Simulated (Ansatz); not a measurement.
# Beryllium, diamond under LDA: ground state and equation of state

What does LDA give for beryllium in the diamond structure? We relax it, solve it on a dense k-mesh, switch on spin-orbit coupling, then scale the cell to 7 volumes from 88 to 112 % of the relaxed one and try a fit of the equation of state. The k-meshes are 12×12×12 for the relaxation; 18×18×18 for the dense run; 11×11×11 for spin-orbit coupling; 13×13×13 for the volumes.

This is Be in the diamond structure; at room conditions it is hcp.

Computed with Ansatz 0.2.0 (DFT LDA (PW92), plane waves (420 eV) with PAW, scalar-relativistic; PAW files made under PBE, frozen cores solved again for the functional, unless a step says otherwise).

## 1. The structure to begin with

Symmetry: Fd-3m, No. 227, cubic system. Conventional cell: a = 4.441 Å, b = 4.441 Å, c = 4.441 Å, α = 90.00°, β = 90.00°, γ = 90.00°. Around Be (site symmetry -43m) lie 4 Be at 1.92 Å.

Coordinates:

```
CELL_PARAMETERS angstrom
0.00000 2.22075 2.22075
2.22075 0.00000 2.22075
2.22075 2.22075 0.00000
ATOMIC_POSITIONS crystal
Be 0.12500 0.12500 0.12500
Be 0.87500 0.87500 0.87500
```

## 2. Relaxing cell and atoms

input.yaml reads:

```yaml
crystal:
  lattice:
    - [0.0, 2.2207471934, 2.2207471934]
    - [2.2207471934, 0.0, 2.2207471934]
    - [2.2207471934, 2.2207471934, 0.0]
  atoms:
    - { symbol: Be, position: [0.125, 0.125, 0.125] }
    - { symbol: Be, position: [0.875, 0.875, 0.875] }
hamiltonian:
  xc: lda
  pseudopotentials:
    kind: paw
    azcp:
      Be: "pseudopotentials/Be.paw.azcp"
basis:
  ecutwfc: 420
  fft_grid_basis: typed
kpoints:
  mp_grid: { grid: [12, 12, 12], shift: [0, 0, 0] }
magnetization:
  spin_polarized: false
scf:
  occupations: { method: fermi_dirac, width: 0.1 }
relax:
  max_steps: 60
  f_tol: 0.01
  cell: {}
```

After this run come: Dense single point; With spin-orbit coupling; Equation of state: 88 %; Equation of state: 92 %; Equation of state: 96 %; Equation of state: 100 %; Equation of state: 104 %; Equation of state: 108 %; Equation of state: 112 %.

Before running it: what results should come out? Wanted: space group; conventional cell; volume; shortest distance; gap on the mesh; relative to hcp; V₀, B₀, B₀′.

The runs gave:

```
                      quantity                         value
space group (spins left aside)               Fd-3m (No. 227)
             conventional cell                   a = 4.826 Å
                        volume                14.046 Å³/atom
             shortest distance                       2.090 Å
               gap on the mesh  none (levels filled in part)
               relative to hcp                +1746 meV/atom
                   V₀, B₀, B₀′   14.021 Å³/atom, 48 GPa, 3.4
```

**Reading.** From the guessed start the volume grew by 28.3 % in 8 steps. It lies 1746 meV/atom above the element's reference form at the same level (hcp, from a run of its own), so it is far from stable. Levels at the Fermi energy are filled in part, as in a metal. The total energy of the spin-orbit run (on a coarser mesh) lies -3 meV/atom from the scalar one; mesh and treatment of the core enter this figure, so it is no spin-orbit energy. The fitted modulus is 48 GPa. The symmetry was held, so the structure may be unstable against distortions that break it.
